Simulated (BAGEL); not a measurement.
# triplet AlH2SBr: levels of theory compared

We compute a comparison of 4 runs (UHF/3-21G, ROHF/6-31G*, ROHF/cc-pVDZ, UHF/cc-pVDZ) of triplet AlH2SBr. 

The calculation is run with BAGEL 1.2.2.

1 further run of the same task is left out (for a known fault of the program).

## 1. The system as given

AlH2SBr has 5 atoms, charge 0, and is taken as a triplet. SMILES of the parent species: `[SH][AlH][Br]`. Geometry: relaxed at PBE0-D4/def2-TZVP. This is one conformer, not always the lowest. That shape belongs to the parent species and isn't relaxed for this state.

Bond lengths: S1–Al2 2.170 Å, Al2–Br3 2.253 Å, S1–H4 1.345 Å, Al2–H5 1.569 Å. Angles: S1–Al2–Br3 118.8°, S1–Al2–H5 120.6°, Br3–Al2–H5 120.6°, Al2–S1–H4 93.1°.

## 2. A single-point energy at UHF/3-21G (density fitting with qzvpp-jkfit) (run 1)

input.json reads:

```json
{ "bagel": [

{
  "title": "molecule",
  "basis": "3-21g",
  "df_basis": "qzvpp-jkfit",
  "angstrom": "true",
  "geometry": [
    { "atom": "S", "xyz": [      -1.672800,      -0.006500,       0.297400 ] },
    { "atom": "Al", "xyz": [       0.491600,       0.125600,       0.390900 ] },
    { "atom": "Br", "xyz": [       1.687800,      -0.358500,      -1.456100 ] },
    { "atom": "H", "xyz": [      -1.666700,      -0.383200,      -0.993500 ] },
    { "atom": "H", "xyz": [       1.210000,       0.548800,       1.719900 ] }
  ]
},

{ "title": "uhf", "nopen": 2 },

{ "title": "print", "file": "orbitals.molden", "orbitals": "true" }

]}
```

Launch:

```bash
BAGEL_NUM_THREADS=1 BAGEL input.json > input.out
```

Output:

```text
* using 1 threads per process

  ===============================================================
  ===============================================================

  *** Geometry ***

  { "atom" : "S", "xyz" : [     -3.161134,     -0.012283,      0.562005 ] },
  { "atom" : "Al", "xyz" : [      0.928989,      0.237350,      0.738694 ] },
  { "atom" : "Br", "xyz" : [      3.189480,     -0.677467,     -2.751630 ] },
  { "atom" : "H", "xyz" : [     -3.149607,     -0.724143,     -1.877443 ] },
  { "atom" : "H", "xyz" : [      2.286569,      1.037082,      3.250140 ] },

  Number of auxiliary basis functions:      558

  Since a DF basis is specified, we compute 2- and 3-index integrals:
    o Being stored without compression. Storage requirement is 0.012 GB

  Number of basis functions:       52
  Number of electrons      :       66

    * METHOD: MOLECULE                             0.26

  *** Open-shell HF ***

  === Nuclear Repulsion ===
   262.4750335911

      * DIIS with orbital gradients will be used.

  === UHF iteration (3-21g) ===
      0      -3197.15973661          0.01600448           0.16
      1      -3197.21674279          0.00486893           0.15
      2      -3197.22380358          0.00172994           0.16
[... 28 lines of this table left out ...]
     31      -3197.22641115          0.00000001           0.16
    * SCF iteration converged.

    * S^2 (UHF) is 2.0106

    * Permanent dipole moment:
           (    1.777835,    -0.049286,    -0.442885) a.u.

    * METHOD: UHF                                  5.19

    * METHOD: PRINT                                0.01

  ===============================================================
```

Run time: 5.7 s. Hardware: 1 thread of Arm Neoverse V1, shared host; peak memory 0.099 GiB.

## 3. The energy at ROHF/6-31G(d) (density fitting with qzvpp-jkfit, spherical functions) (run 2)

input.json reads:

```json
{ "bagel": [

{
  "title": "molecule",
  "basis": "6-31gs.json",
  "df_basis": "qzvpp-jkfit",
  "angstrom": "true",
  "geometry": [
    { "atom": "S", "xyz": [   -1.672800,   -0.006500,    0.297400 ] },
    { "atom": "Al", "xyz": [    0.491600,    0.125600,    0.390900 ] },
    { "atom": "Br", "xyz": [    1.687800,   -0.358500,   -1.456100 ] },
    { "atom": "H", "xyz": [   -1.666700,   -0.383200,   -0.993500 ] },
    { "atom": "H", "xyz": [    1.210000,    0.548800,    1.719900 ] }
  ]
},
{ "title": "rohf", "nopen": 2 },
{ "title": "print", "file": "orbitals.molden", "orbitals": "true" }

]}
```

The basis set 6-31G* is read from a file made from the Basis Set Exchange's data (not shown).

Launch:

```bash
BAGEL_NUM_THREADS=1 BAGEL input.json > input.out
```

Output:

```text
* using 1 threads per process

  ===============================================================
  ===============================================================

  *** Geometry ***

  { "atom" : "S", "xyz" : [     -3.161134,     -0.012283,      0.562005 ] },
  { "atom" : "Al", "xyz" : [      0.928989,      0.237350,      0.738694 ] },
  { "atom" : "Br", "xyz" : [      3.189480,     -0.677467,     -2.751630 ] },
  { "atom" : "H", "xyz" : [     -3.149607,     -0.724143,     -1.877443 ] },
  { "atom" : "H", "xyz" : [      2.286569,      1.037082,      3.250140 ] },

  Number of auxiliary basis functions:      558

  Since a DF basis is specified, we compute 2- and 3-index integrals:
    o Being stored without compression. Storage requirement is 0.023 GB

  Number of basis functions:       72
  Number of electrons      :       66

    * METHOD: MOLECULE                             0.35

  *** Open-shell HF ***

  === Nuclear Repulsion ===
   262.4750335911

      * DIIS with orbital gradients will be used.

  === ROHF iteration (6-31gs.json) ===
      0      -3212.48976939          0.01583742           0.23
      1      -3212.55448366          0.00767838           0.22
      2      -3212.56454136          0.00415798           0.23
[... 35 lines of this table left out ...]
     38      -3212.56823201          0.00000001           0.23
    * SCF iteration converged.

    * S^2 (ROHF) is 2.0000

    * Permanent dipole moment:
           (    1.980640,    -0.095615,    -0.636665) a.u.

    * METHOD: ROHF                                 9.18

    * METHOD: PRINT                                0.01

  ===============================================================
```

It took 9.9 s on 1 thread of Arm Neoverse V1, shared host; peak memory 0.13 GiB.

Run 3 isn't shown in full; the table further down has it.

## 4. A single-point energy at UHF/cc-pVDZ (density fitting with qzvpp-jkfit) (run 4)

input.json, as its differences from that of step 3:

```diff
@@ -4,5 +4,5 @@
   "title": "molecule",
-  "basis": "6-31gs.json",
+  "basis": "cc-pvdz.json",
   "df_basis": "qzvpp-jkfit",
-  "angstrom": "true",
+  "angstrom": true,
   "geometry": [
@@ -15,4 +15,4 @@
 },
-{ "title": "rohf", "nopen": 2 },
-{ "title": "print", "file": "orbitals.molden", "orbitals": "true" }
+{ "title": "uhf", "nopen": 2 },
+{ "title": "print", "file": "orbitals.molden", "orbitals": true }
```

The basis set cc-pVDZ is read from a file made from the Basis Set Exchange's data (not shown).

Launch:

```bash
BAGEL_NUM_THREADS=1 BAGEL input.json > input.out
```

Output:

```text
* using 1 threads per process

  ===============================================================
  ===============================================================

  *** Geometry ***

  { "atom" : "S", "xyz" : [     -3.161134,     -0.012283,      0.562005 ] },
  { "atom" : "Al", "xyz" : [      0.928989,      0.237350,      0.738694 ] },
  { "atom" : "Br", "xyz" : [      3.189480,     -0.677467,     -2.751630 ] },
  { "atom" : "H", "xyz" : [     -3.149607,     -0.724143,     -1.877443 ] },
  { "atom" : "H", "xyz" : [      2.286569,      1.037082,      3.250140 ] },

  Number of auxiliary basis functions:      558

  Since a DF basis is specified, we compute 2- and 3-index integrals:
    o Being stored without compression. Storage requirement is 0.024 GB

  Number of basis functions:       73
  Number of electrons      :       66

    * METHOD: MOLECULE                             0.33

  *** Open-shell HF ***

  === Nuclear Repulsion ===
   262.4750335911

      * DIIS with orbital gradients will be used.

  === UHF iteration (cc-pvdz.json) ===
      0      -3212.81443798          0.01360089           0.23
      1      -3212.87758638          0.00489182           0.23
      2      -3212.88709228          0.00189558           0.23
[... 39 lines of this table left out ...]
     42      -3212.89078570          0.00000001           0.22
    * SCF iteration converged.

    * S^2 (UHF) is 2.0181

    * Permanent dipole moment:
           (    2.062755,    -0.029135,    -0.426375) a.u.

    * METHOD: UHF                                 10.04

    * METHOD: PRINT                                0.01

  ===============================================================
```

Wall time 11 s (1 thread of Arm Neoverse V1, shared host); peak memory 0.13 GiB.

## 5. The series

```csv
run,level,energy (Eh),dipole moment (D),⟨S²⟩,wall time
1,UHF/3-21G (density fitting with qzvpp-jkfit),-3197.226411,4.66,2.011,5.7 s
2,"ROHF/6-31G* (density fitting with qzvpp-jkfit, spherical functions)",-3212.568232,5.29,2.000,9.9 s
3,ROHF/cc-pVDZ (density fitting with qzvpp-jkfit),-3212.885203,5.28,2.000,11 s
4,UHF/cc-pVDZ (density fitting with qzvpp-jkfit),-3212.890786,5.35,2.018,11 s
```

## 6. Results

| quantity | value |
| --- | --- |
| run 4: total energy | -3212.89079 Eh |
| run 4: dipole moment | 5.35 D |
| run 4: ⟨S²⟩ | 2.018 |

In words: The dipole moment (its size) runs from 4.66 D (UHF/3-21G) to 5.35 D (UHF/cc-pVDZ). All runs together took 38 s, the longest 11 s.
